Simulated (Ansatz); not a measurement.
# CH6BIn (SMILES [BH2][InH][CH3]): functionals against CCSD(T) at one geometry

An exercise on one series of results from a longer session: the logs are not shown, and one member is left open.

The runs use Ansatz 0.2.0, Gaussian basis; single points in def2-TZVPP.

Correlated methods freeze the cores. Filled d shells of the heavier atoms are correlated. Core potentials replace the inner electrons past krypton, and spin-orbit coupling is left out.

### Where the work starts

SMILES `[BH2][InH][CH3]`, 9 atoms, charge 0, spin multiplicity 1.

Atoms are counted from 1 here; the program's logs count them from 0.

Bond lengths: B1–In2 2.221 Å, B1–H4 1.197 Å, B1–H5 1.119 Å, In2–C3 2.350 Å, In2–H6 1.882 Å, C3–H7 1.116 Å, C3–H8 1.052 Å, C3–H9 1.071 Å. Angles: In2–B1–H4 117.1°, In2–B1–H5 117.9°, H4–B1–H5 124.7°, B1–In2–C3 122.5°, B1–In2–H6 125.9°, C3–In2–H6 111.6°, In2–C3–H7 106.7°, In2–C3–H8 106.9°, In2–C3–H9 109.4°, H7–C3–H8 107.2°, H7–C3–H9 103.3°, H8–C3–H9 122.4°.

Coordinates:

```mol
CH6BIn
  3D, bonds by distance, orders not assigned

  9  8  0  0  0  0  0  0  0  0999 V2000
   -2.0017    0.4818   -0.9979 B   0  0
   -0.4418    0.3800    0.5793 In  0  0
    1.6131   -0.7128    0.2522 C   0  0
   -2.7718   -0.4319   -1.0634 H   0  0
   -2.0677    1.4165   -1.6104 H   0  0
   -0.5730    1.1076    2.3100 H   0  0
    2.4078   -0.0193    0.6177 H   0  0
    1.7431   -0.8140   -0.7867 H   0  0
    1.6846   -1.5440    0.9238 H   0  0
  1  2  8  0
  1  4  8  0
  1  5  8  0
  2  3  8  0
  2  6  8  0
  3  7  8  0
  3  8  8  0
  3  9  8  0
M  END
```

Set-up of the first run:

Input file run/in.yaml:

```yaml
crystal:
  periodic: [false, false, false]
  atoms:
    - {symbol: B, position_ang: [-2.001700, 0.481800, -0.997900]}
    - {symbol: In, position_ang: [-0.441800, 0.380000, 0.579300]}
    - {symbol: C, position_ang: [1.613100, -0.712800, 0.252200]}
    - {symbol: H, position_ang: [-2.771800, -0.431900, -1.063400]}
    - {symbol: H, position_ang: [-2.067700, 1.416500, -1.610400]}
    - {symbol: H, position_ang: [-0.573000, 1.107600, 2.310000]}
    - {symbol: H, position_ang: [2.407800, -0.019300, 0.617700]}
    - {symbol: H, position_ang: [1.743100, -0.814000, -0.786700]}
    - {symbol: H, position_ang: [1.684600, -1.544000, 0.923800]}
basis:
  gaussian: {orbitals: def2-TZVPP}
correlation: {method: ccsd_t}
output: {forces: true}
```

No record of the launch command was kept for these runs.

Among the steps run: CCSD(T)/def2-TZVPP; PBE0-D4/def2-TZVPP; wB97M-V/def2-TZVPP; r2SCAN-D4/def2-TZVPP; PBE-D4/def2-TZVPP; B97M-V/def2-TZVPP; HSE06-D4/def2-TZVPP.

One table of the session follows, with a row left open; its other results are not shown here.

```
   method  RMS force component (eV/Å)  angle to CCSD(T) forces (°)  dipole (D)
  CCSD(T)                       1.051                    reference        1.19
  PBE0-D4                       1.036                          1.9        1.16
  wB97M-V                       1.038                          3.1        1.31
r2SCAN-D4                           ?                            ?           ?
   PBE-D4                       1.006                          7.9        0.94
   B97M-V                       0.972                          5.4        1.18
 HSE06-D4                       1.033                          2.1        1.15
```

Q: Estimate the row for r2SCAN-D4 from the others.

As computed: RMS force component (eV/Å): 1.009; angle to CCSD(T) forces (°): 3.6; dipole (D): 1.09. In the column «RMS force component (eV/Å)» it lies between PBE-D4 (1.006) and HSE06-D4 (1.033).
